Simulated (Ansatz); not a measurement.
**C6H16B2Br2: basis-set convergence**

The task here is to estimate one member of a computed series from the others.

The runs use Ansatz 0.2.0, Gaussian basis; one geometry, several basis sets.

Plan: PBE0-D4/def2-SVP; ωB97M-V/def2-SVP; PBE0-D4/def2-QZVPP; ωB97M-V/def2-QZVPP; the functionals' def2-TZVPP values are taken from earlier runs.

### The geometry

All runs share one geometry, relaxed beforehand with PBE0-D4 in a triple-zeta def2 set.

SMILES `CC[B@-]1(C)[Br+][B@-](C)(CC)[Br+]1`, 26 atoms, charge 0, spin multiplicity 1.

Atoms are counted from 1 here; the program's logs count them from 0.

Bond lengths: C1–C2 1.521 Å, C1–H11 1.093 Å, C1–H12 1.092 Å, C1–H13 1.093 Å, C2–B3 1.574 Å, C2–H14 1.099 Å, C2–H15 1.099 Å, B3–C4 1.570 Å, B3–Br5 2.167 Å, B3–Br10 2.179 Å, C4–H16 1.095 Å, C4–H17 1.095 Å, C4–H18 1.091 Å, Br5–B6 2.182 Å, B6–C7 1.569 Å, B6–C8 1.574 Å, B6–Br10 2.162 Å, C7–H19 1.091 Å and more. Angles: C2–C1–H11 111.3°, C2–C1–H12 111.4°, C2–C1–H13 111.3°, H11–C1–H12 107.6°, H11–C1–H13 107.5°, H12–C1–H13 107.6°, C1–C2–B3 119.6°, C1–C2–H14 109.7°, C1–C2–H15 109.7°, B3–C2–H14 105.9°, B3–C2–H15 106.1°, H14–C2–H15 104.9°, C2–B3–C4 122.2°, C2–B3–Br5 110.1°, C2–B3–Br10 109.8°, C4–B3–Br5 108.5°, C4–B3–Br10 108.2°, Br5–B3–Br10 94.6° and more.

The first run:

The input, in.yaml:

```yaml
crystal:
  periodic: [false, false, false]
  atoms:
    - {symbol: C, position_ang: [-1.003564, -0.353350, -2.667070]}
    - {symbol: C, position_ang: [-2.114805, -0.030010, -1.680874]}
    - {symbol: B, position_ang: [-1.756749, 0.281600, -0.180466]}
    - {symbol: C, position_ang: [-2.855504, 0.625816, 0.886746]}
    - {symbol: Br, position_ang: [-0.483408, -1.277420, 0.622285]}
    - {symbol: B, position_ang: [0.997844, 0.307967, 0.853416]}
    - {symbol: C, position_ang: [1.131783, 0.637905, 2.381430]}
    - {symbol: C, position_ang: [2.219301, -0.008883, -0.088000]}
    - {symbol: C, position_ang: [3.061895, -1.186549, 0.393794]}
    - {symbol: Br, position_ang: [-0.219463, 1.822823, -0.093587]}
    - {symbol: H, position_ang: [-0.441782, -1.236961, -2.355225]}
    - {symbol: H, position_ang: [-1.401236, -0.549769, -3.665337]}
    - {symbol: H, position_ang: [-0.294793, 0.473864, -2.750541]}
    - {symbol: H, position_ang: [-2.836803, -0.858468, -1.652646]}
    - {symbol: H, position_ang: [-2.690727, 0.833758, -2.041896]}
    - {symbol: H, position_ang: [-3.566366, -0.203546, 0.968974]}
    - {symbol: H, position_ang: [-3.420530, 1.509076, 0.570080]}
    - {symbol: H, position_ang: [-2.457740, 0.823482, 1.883337]}
    - {symbol: H, position_ang: [0.179933, 0.844594, 2.872913]}
    - {symbol: H, position_ang: [1.775917, 1.513922, 2.516077]}
    - {symbol: H, position_ang: [1.603925, -0.198065, 2.907861]}
    - {symbol: H, position_ang: [1.889988, -0.180594, -1.116560]}
    - {symbol: H, position_ang: [2.840176, 0.897270, -0.119526]}
    - {symbol: H, position_ang: [2.471163, -2.106235, 0.434023]}
    - {symbol: H, position_ang: [3.906898, -1.371386, -0.273464]}
    - {symbol: H, position_ang: [3.464636, -1.010853, 1.394240]}
basis:
  gaussian: {orbitals: def2-SVP}
hamiltonian: {xc: pbe0, dispersion: d4}
output: {orbitals: {seedname: orbitals}}
```

On the command line:

```
$ ansatz run in.yaml --threads 11 --pin off --events-out ev --progress --plain --max-ram 174080MiB --backend cpu
```

Among the steps run: PBE0-D4 in def2-SVP; ωB97M-V in def2-SVP; PBE0-D4 in def2-QZVPP; ωB97M-V in def2-QZVPP.

One table of the session follows, with a row left open; its other results are not shown here.

It belongs to the step «Density functionals: the series». 

| functional | basis | HOMO (eV) | LUMO (eV) |
| --- | --- | --- | --- |
| PBE0-D4 | def2-SVP | -7.81 | -0.26 |
| PBE0-D4 | def2-TZVPP | -7.88 | -0.51 |
| PBE0-D4 | def2-QZVPP | -7.89 | -0.56 |
| ωB97M-V | def2-SVP | ? | ? |
| ωB97M-V | def2-TZVPP | -10.14 | 1.46 |
| ωB97M-V | def2-QZVPP | -10.15 | 1.34 |

**Question.** Estimate the row for ωB97M-V, def2-SVP.

**Answer.** HOMO (eV): -10.06; LUMO (eV): 1.83. In the column «HOMO (eV)» it lies between ωB97M-V, def2-TZVPP (-10.14) and PBE0-D4, def2-QZVPP (-7.89).
